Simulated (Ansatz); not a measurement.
# CH3CdCl: how energies converge with the basis set

An exercise on one series of results from a longer session: the logs are not shown, and one member is left open.

Method: one geometry, several basis sets; program: Ansatz 0.2.0, Gaussian basis.

Levels to be run: PBE0-D4/def2-SVP; ωB97M-V/def2-SVP; PBE0-D4/def2-QZVPP; ωB97M-V/def2-QZVPP; the functionals' def2-TZVPP values are taken from earlier runs.

### Structure used throughout

The geometry comes from an earlier relaxation with PBE0-D4 in a triple-zeta def2 set; it is a stationary point. Cd takes the def2 core potential; no spin-orbit term is included.

SMILES `[CH3][Cd][Cl]`, 6 atoms, charge 0, spin multiplicity 1.

Atoms are counted from 1 here; the program's logs count them from 0.

Bond lengths: C1–Cd2 2.094 Å, C1–H4 1.090 Å, C1–H5 1.090 Å, C1–H6 1.090 Å, Cd2–Cl3 2.292 Å. Angles: Cd2–C1–H4 109.6°, Cd2–C1–H5 109.6°, Cd2–C1–H6 109.6°, H4–C1–H5 109.3°, H4–C1–H6 109.3°, H5–C1–H6 109.3°, C1–Cd2–Cl3 180.0°.

The first run:

The input, in.yaml:

```yaml
crystal:
  periodic: [false, false, false]
  atoms:
    - {symbol: C, position_ang: [-0.374954, 0.772473, -0.220949]}
    - {symbol: Cd, position_ang: [0.516547, -1.055585, 0.276858]}
    - {symbol: Cl, position_ang: [1.492688, -3.056871, 0.821755]}
    - {symbol: H, position_ang: [-1.188535, 0.602878, -0.925955]}
    - {symbol: H, position_ang: [-0.769826, 1.244064, 0.678710]}
    - {symbol: H, position_ang: [0.366080, 1.428941, -0.676618]}
basis:
  gaussian: {orbitals: def2-SVP}
hamiltonian: {xc: pbe0, dispersion: d4}
output: {orbitals: {seedname: orbitals}}
```

Steps of the session up to this table: PBE0-D4 in def2-SVP; ωB97M-V in def2-SVP; PBE0-D4 in def2-QZVPP; ωB97M-V in def2-QZVPP.

One of the session's tables, all rows but one given; the rest of the session is left out.

It belongs to the step «Functionals by basis». 

```
functional       basis  HOMO (eV)
   PBE0-D4    def2-SVP      -8.12
   PBE0-D4  def2-TZVPP      -8.29
   PBE0-D4  def2-QZVPP      -8.31
   ωB97M-V    def2-SVP     -10.29
   ωB97M-V  def2-TZVPP          ?
   ωB97M-V  def2-QZVPP     -10.44
```

**Question.** Estimate the row for ωB97M-V, def2-TZVPP.

As computed: HOMO (eV): -10.42. In the column «HOMO (eV)» it lies between ωB97M-V, def2-QZVPP (-10.44) and ωB97M-V, def2-SVP (-10.29).
